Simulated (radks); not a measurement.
# Ga²⁺ in [Ar] 3d10 4s1: an all-electron calculation

An exercise on one series of results from a longer session: the logs are not shown, and one member is left open.

The numbers are computed with radks (a radial shooting solver on a logarithmic mesh, Libxc functionals) version 1 (scalar-relativistic Kohn-Sham, PBE, spin-polarised, spherical densities, finite nucleus; open shells are filled with parallel spins first), except any that are marked as measured or tabulated.

## What is computed

```
element            : gallium (Z = 31)
charge             : +2
electrons          : 29
configuration      : [Ar] 3d10 4s1
nuclear rms radius : 3.9973 fm
```

The outer shells:

Ga²⁺
```
[Ar] core
3d [↑↓][↑↓][↑↓][↑↓][↑↓]
4s [↑ ]
```

Set-up of the first run:

Settings of this run:

```text
Z 31
configuration [Ar] 3d10 4s1 4p0 5s0
relativity scalar-relativistic
functional pbe,pbe
spin polarised
nucleus finite rms 3.9973 fm
c 137.035999084
```

Command:

```console
$ python run_ks.py task.json out
```

This one command runs every case of the session in turn.

One of the session's tables, all rows but one given; the rest of the session is left out.

It belongs to the step «Radial structure». From the orbitals of this run (lengths in bohr):

```
  level      <r>  outermost maximum (interpolated)  90 % within  nodes
  1s up  0.04860                            0.0318       0.0869      0
1s down  0.04860                            0.0318       0.0869      0
  2s up   0.2178                             0.182        0.337      1
2s down   0.2178                             0.182        0.337      1
  2p up   0.1907                             0.146        0.312      0
2p down   0.1907                             0.146        0.312      0
  3s up   0.6522                             0.565        0.977      2
3s down   0.6517                             0.565        0.976      2
  3p up   0.6796                             0.567         1.05      1
3p down   0.6786                             0.567         1.05      1
  3d up   0.8021                             0.534         1.38      0
3d down        ?                                 ?            ?      ?
  4s up    2.070                              1.78         3.06      3
4s down    2.064                              1.77         3.05      3
  4p up    2.497                              2.11         3.74      2
4p down    2.494                              2.12         3.73      2
```

**Question.** Estimate the row for 3d down.

The run gave: <r>: 0.7939; outermost maximum (interpolated): 0.533; 90 % within: 1.36; nodes: 0. In the column «<r>» it lies between 3p up (0.6796) and 3d up (0.8021).
